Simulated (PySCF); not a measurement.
# GaHCl2O (SMILES [OH][Ga]([Cl])[Cl]) at B3LYP/def2-SVP

What is the energy change on altering one bond length of GaHCl2O at B3LYP/def2-SVP? Input form: a Python script.

The calculation is run with PySCF 2.14.0.

1 further run of the same task is left out (set aside as unsound or not needed).

**1. The molecule**

GaHCl2O: 5 atoms, total charge 0, spin state singlet. SMILES: `[OH][Ga]([Cl])[Cl]`. Geometry: relaxed at PBE0-D4/def2-TZVP.

Bond lengths: O1–Ga2 1.765 Å, Ga2–Cl3 2.109 Å, Ga2–Cl4 2.123 Å, O1–H5 0.961 Å. Angles: O1–Ga2–Cl3 118.8°, O1–Ga2–Cl4 120.6°, Cl3–Ga2–Cl4 120.6°, Ga2–O1–H5 112.9°.

**2. A single-point energy at B3LYP/def2-SVP**

File run.py:

```python
# [OH][Ga]([Cl])[Cl]
from pyscf import gto, dft

mol = gto.Mole()
mol.atom = '''
O      0.480935     2.559823     0.464684
Ga     0.223933    -0.745497     0.107336
Cl     2.834589    -3.089513     1.998763
Cl    -2.660545    -2.336268    -2.184145
H     -0.784614     3.472183    -0.464873
'''
mol.verbose = 4
mol.basis = 'def2-svp'
mol.max_memory = 1860
mol.charge = 0
mol.unit = 'bohr'
mol.build()

mf = dft.RKS(mol, xc='b3lyp')
mf.conv_tol = 1e-10
mf.grids.level = 5
mf.kernel()
if not mf.converged:
    mf = mf.newton().run(mf.mo_coeff, mf.mo_occ)

e_tot = mf.e_tot
print(f'total energy: {e_tot:.8f} hartree')
```

Launch:

```console
OMP_NUM_THREADS=1 python run.py
```

What it wrote:

```text
PySCF version 2.14.0

[... 77 lines left out ...]
converged SCF energy = -2920.69773091515
total energy: -2920.69773092 hartree
```

Run time: 20 s. Hardware: 1 thread of Intel Xeon at 2.70GHz, shared host; peak memory 0.46 GiB.

**3. The distorted shape**

File input.py:

```python
from pyscf import gto, dft

system = gto.M(
    atom='''
O      0.589329     1.113215     0.491835
Ga     0.453329    -0.635885     0.302735
Cl     1.834829    -1.876285     1.303635
Cl    -1.073071    -1.477685    -0.909865
H     -0.415200     1.837400    -0.246000
''',
    verbose=3,
    max_memory=1860,
    basis='def2-svp',
)

calc0 = dft.RKS(system)
calc0.xc = 'b3lyp'
calc0.conv_tol = 1e-10
calc0.grids.level = 5
calc0.kernel()
if not calc0.converged:
    calc0 = calc0.newton().run(calc0.mo_coeff, calc0.mo_occ)

e_tot = calc0.e_tot
print('E(%s) = %.9f' % ('B3LYP', e_tot))
```

Launch:

```console
OMP_NUM_THREADS=1 python input.py
```

What it wrote:

```text
converged SCF energy = -2920.61348118056
E(B3LYP) = -2920.613481181
```

It took 18 s on 1 thread of Intel Xeon at 2.70GHz, shared host; peak memory 0.46 GiB.

**4. What came out**

At B3LYP/def2-SVP:

| quantity | value |
| --- | --- |
| first shape: total energy | -2920.69773 Eh |
| first shape: dipole moment | 1.54 D |
| first shape: HOMO energy | -8.85 eV |
| first shape: LUMO energy | -1.64 eV |
| first shape: HOMO–LUMO gap | 7.21 eV |
| distorted shape: total energy | -2920.61348 Eh |
| distorted shape: dipole moment | 1.88 D |
| distorted shape: HOMO energy | -8.71 eV |
| distorted shape: LUMO energy | -2.74 eV |
| distorted shape: HOMO–LUMO gap | 5.97 eV |
| energy change with the O1–H5 bond stretched from 0.961 to 1.442 Å | 2.293 eV |

What this shows: With the O1–H5 bond stretched from 0.961 to 1.442 Å the energy rises by 2.29 eV (221 kJ/mol). The first shape isn't relaxed at this level, so the change isn't measured from a minimum.
